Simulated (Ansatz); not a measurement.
# CH3GaO: a ladder of functionals and wavefunction methods

One table from this session's results is given with a row withheld; the runs are named, their logs left out.

Computed with Ansatz 0.2.0, Gaussian basis. Level: functionals in def2-TZVPP, the program's frozen cores in correlated methods.

Plan: LDA (SPW92), PBE-D4, revPBE-D4, BLYP-D4, r2SCAN-D4, B97M-V, PBE0-D4, B3LYP-D4, r2SCANh-D4, r2SCAN0-D4, HSE06-D4, BHLYP-D4, CAM-B3LYP-D4, LC-ωPBE, ωB97X-V, ωB97M-V, B2PLYP, PBE-QIDH; CCSD(T)/def2-SVP; CCSD(T)/def2-TZVPP; MP2/def2-QZVPP; extrapolation to the limit; RPA on PBE.

**The relaxed structure**

All runs share one geometry, relaxed beforehand with PBE0-D4 in a triple-zeta def2 set.

6 atoms, charge 0, spin multiplicity 1.

Atoms are counted from 1 here; the program's logs count them from 0.

Bond lengths: O1–C2 1.210 Å, C2–Ga3 2.014 Å, C2–H4 1.116 Å, Ga3–H5 1.566 Å, Ga3–H6 1.566 Å. Angles: O1–C2–Ga3 111.7°, O1–C2–H4 119.0°, Ga3–C2–H4 129.3°, C2–Ga3–H5 118.4°, C2–Ga3–H6 118.4°, H5–Ga3–H6 122.4°.

The first run:

The input, in.yaml:

```yaml
crystal:
  periodic: [false, false, false]
  atoms:
    - {symbol: O, position_ang: [0.129496, -1.671103, 0.763385]}
    - {symbol: C, position_ang: [-0.434045, -0.980321, -0.055209]}
    - {symbol: Ga, position_ang: [0.300828, 0.894314, -0.077760]}
    - {symbol: H, position_ang: [-1.249400, -1.427717, -0.671383]}
    - {symbol: H, position_ang: [1.567469, 1.188411, -0.950378]}
    - {symbol: H, position_ang: [-0.272348, 1.932315, 0.945145]}
basis:
  gaussian: {orbitals: def2-TZVPP}
hamiltonian: {xc: lda}
output: {orbitals: {seedname: orbitals}}
```

Launch:

```
> ansatz run in.yaml --threads 2 --pin off --events-out ev --progress --plain --max-ram 4352MiB
```

Steps of the session up to this table: LDA; PBE-D4 (GGA); revPBE-D4 (GGA); BLYP-D4 (GGA); r2SCAN-D4 (meta-GGA); B97M-V (meta-GGA); PBE0-D4 (hybrid); B3LYP-D4 (hybrid); r2SCANh-D4 (hybrid); r2SCAN0-D4 (hybrid); HSE06-D4 (hybrid); BHLYP-D4 (hybrid); CAM-B3LYP-D4 (range-separated); LC-ωPBE (range-separated); ωB97X-V (range-separated); ωB97M-V (range-separated); B2PLYP (double hybrid); PBE-QIDH (double hybrid).

One table of the session follows, with a row left open; its other results are not shown here.

It belongs to the step «Frontier levels by functional». 

```
  functional  HOMO (eV)  LUMO (eV)  gap (eV)
 LDA (SPW92)      -5.51      -2.91      2.60
      PBE-D4      -5.37      -2.63      2.74
   revPBE-D4      -5.31      -2.50      2.81
     BLYP-D4      -5.30      -2.60      2.70
   r2SCAN-D4      -5.59      -2.35      3.23
      B97M-V      -5.70      -2.59      3.11
     PBE0-D4      -6.67      -1.84      4.83
    B3LYP-D4      -6.49      -2.14      4.35
  r2SCANh-D4      -6.08      -2.08      4.00
  r2SCAN0-D4      -6.84      -1.67      5.16
    HSE06-D4      -6.26      -2.20      4.06
    BHLYP-D4      -7.97      -1.14      6.83
CAM-B3LYP-D4          ?          ?         ?
     LC-ωPBE      -9.29       0.26      9.55
     ωB97X-V      -8.99       0.10      9.09
     ωB97M-V      -8.90      -0.14      8.76
```

**Question.** Estimate the row for CAM-B3LYP-D4.

**Answer.** HOMO (eV): -8.04; LUMO (eV): -0.98; gap (eV): 7.06. In the column «HOMO (eV)» it lies between ωB97M-V (-8.90) and BHLYP-D4 (-7.97).
